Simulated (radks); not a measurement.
**Nuclear size and the levels of Re³⁺**

An exercise on one series of results from a longer session: the logs are not shown, and one member is left open.

Method: Dirac Kohn-Sham, relativistic LDA (MacDonald-Vosko exchange, VWN5 correlation), spin-unpolarised, spherical densities, finite nucleus; open shells are shared between the two j in proportion to 2j + 1. Code: radks (a radial shooting solver on a logarithmic mesh, Libxc functionals) version 1.

## What is computed

| Property | Result |
| --- | --- |
| element | rhenium (Z = 75) |
| charge | +3 |
| electrons | 72 |
| configuration | [Xe] 4f14 5d4 |
| nuclear rms radius | 5.3698 fm |

The outer shells:

Re³⁺
```
[Xe] core
4f [↑↓][↑↓][↑↓][↑↓][↑↓][↑↓][↑↓]
5d [↑ ][↑ ][↑ ][↑ ][  ]
```

The first run:

The run's settings:

```text
Z 75
configuration [Xe] 4f14 5d4 6s0 6p0
relativity Dirac
functional lda_x_rel,vwn5
spin unpolarised
j_filling average
nucleus finite rms 5.3698 fm
c 137.035999084
```

Among the steps run: rms radius 5.3698 fm.

One of the session's tables, all rows but one given; the rest of the session is left out.

It belongs to the step «rms radius 5.3698 fm». From the orbitals of this run (lengths in bohr):

| level | <r> | outermost maximum (interpolated) | 90 % within | nodes |
| --- | --- | --- | --- | --- |
| 4f5/2 | ? | ? | ? | ? |
| 5p3/2 | 1.228 | 1.08 | 1.79 | 3 |
| 4f7/2 | 0.5835 | 0.418 | 0.960 | 0 |
| 5d3/2 | 1.653 | 1.36 | 2.51 | 2 |
| 5d5/2 | 1.698 | 1.40 | 2.57 | 2 |
| 6s1/2 | 2.514 | 2.29 | 3.58 | 5 |
| 6p1/2 | 2.892 | 2.63 | 4.13 | 4 |
| 6p3/2 | 3.083 | 2.82 | 4.40 | 4 |

Estimate the missing values for 4f5/2.

**Answer.** <r>: 0.5749; outermost maximum (interpolated): 0.413; 90 % within: 0.945; nodes: 0. In the column «<r>» it is the lowest.
